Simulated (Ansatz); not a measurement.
# Sn5H2: the cost of one run

Method: DFT PBEsol, scalar-relativistic, plane waves, PAW, in Ansatz 0.2.0.

3 further runs of the same task are left out: 3 set aside as unsound or not needed.

## 1. The structure to begin with

It takes space group Pm (No. 6, monoclinic). Conventional cell: a = 9.251 Å, b = 4.626 Å, c = 20.408 Å, α = 90.00°, β = 90.00°, γ = 90.00°. Sn (site symmetry m) has 2 H at 1.73 Å as nearest neighbours. Sn (site symmetry m) has 4 Sn at 2.83 Å as nearest neighbours. Sn (site symmetry m) is surrounded by 4 Sn at 2.79 to 2.83 Å. Sn (site symmetry m) has 4 Sn at 2.81 to 2.89 Å as nearest neighbours. Sn (site symmetry m) has 4 Sn at 2.79 to 2.91 Å as nearest neighbours. Around Sn (site symmetry m) lie 4 Sn at 2.84 to 2.91 Å. Sn (site symmetry m) has 4 Sn at 2.67 to 2.81 Å as nearest neighbours. Only part of the 12 independent sites is listed.

As a file:

```
Sn H
1.0
     9.25116    0.00000    0.00000
     0.00000    4.62558    0.00000
     0.00000    0.00000   20.40769
Sn H
10 4
Cartesian
  4.6256 0.0000 5.0161
  0.0000 0.0000 5.0161
  6.9384 0.0000 6.6515
  2.3128 0.0000 6.6515
  6.9825 2.3128 8.2855
  2.1878 2.3128 8.2062
  -0.0243 2.3128 10.1020
  4.5574 2.3128 9.7058
  1.3580 0.0000 10.9946
  4.2105 0.0000 10.9946
  4.7108 1.4040 4.0042
  4.7108 -1.4040 4.0042
  -0.0852 -1.4040 4.0042
  -0.0852 1.4040 4.0042
```

This is the geometry of the first run shown, built on a cell relaxed beforehand with the same method.

## 2. Plan of the line

Atoms count from 1 in the order of the input.

Two atoms of the surface dimers are held at set heights.

- height of Sn9 above its place in the flat dimer: 7 values from −0.771 to 0.746 Å
- height of Sn10 above its place in the flat dimer: 7 values from −0.771 to 0.746 Å

Relaxed at each point: all atoms of the upper layers, but for the two heights. Points are written as (first, second).

## 3. Point (−0.261 Å, −0.261 Å)

input.yaml

```yaml
crystal:
  lattice:
    - [9.2511606991, 0.0, 0.0]
    - [0.0, 4.6255803495, 0.0]
    - [0.0, 0.0, 20.4076949379]
  atoms:
    - { symbol: Sn, position: [0.5, 0.0, 0.2457963278] }
    - { symbol: Sn, position: [0.0, 0.0, 0.2457963278] }
    - { symbol: Sn, position: [0.75, 0.0, 0.3259322579] }
    - { symbol: Sn, position: [0.25, 0.0, 0.3259322579] }
    - { symbol: Sn, position: [0.7547684039, 0.5, 0.4059970588] }
    - { symbol: Sn, position: [0.2364866159, 0.5, 0.4021130621] }
    - { symbol: Sn, position: [-0.002628342, 0.5, 0.4950082143] }
    - { symbol: Sn, position: [0.4926340809, 0.5, 0.4755935799] }
    - { symbol: Sn, position: [0.1467922043, 0.0, 0.5387483101] }
    - { symbol: Sn, position: [0.4551367642, 0.0, 0.5387483101] }
    - { symbol: H, position: [0.5092148627, 0.3035343313, 0.1962100729] }
    - { symbol: H, position: [0.5092148627, -0.3035343313, 0.1962100729] }
    - { symbol: H, position: [-0.0092148627, -0.3035343313, 0.1962100729] }
    - { symbol: H, position: [-0.0092148627, 0.3035343313, 0.1962100729] }
basis:
  ecutwfc: 420
kpoints:
  mp_grid: { grid: [3, 6, 1] }
hamiltonian:
  xc: pbesol
scf:
  occupations: { method: gaussian, width: 0.05 }
output:
  forces: true
  eigenvalues: true
relax:
  adjacent_minimum: "off"
  f_tol: 0.03
  max_steps: 30
  constraints: [{ sites: [0, 1, 2, 3, 10, 11, 12, 13] }, { sites: [8, 9], fix: z }]
efield:
  axis: 3
  dipole_correction: true
  ramp_width: 0.04
```

Command:

```
> ansatz run input.yaml --threads 4 --pin off --max-ram 12288MiB --backend cpu --events-out ev --progress --plain --runs-dir out
```

What time and memory should one allow on 4 threads of Arm Neoverse V1, shared host?

About 92 s, with a peak of 1.8 GiB.
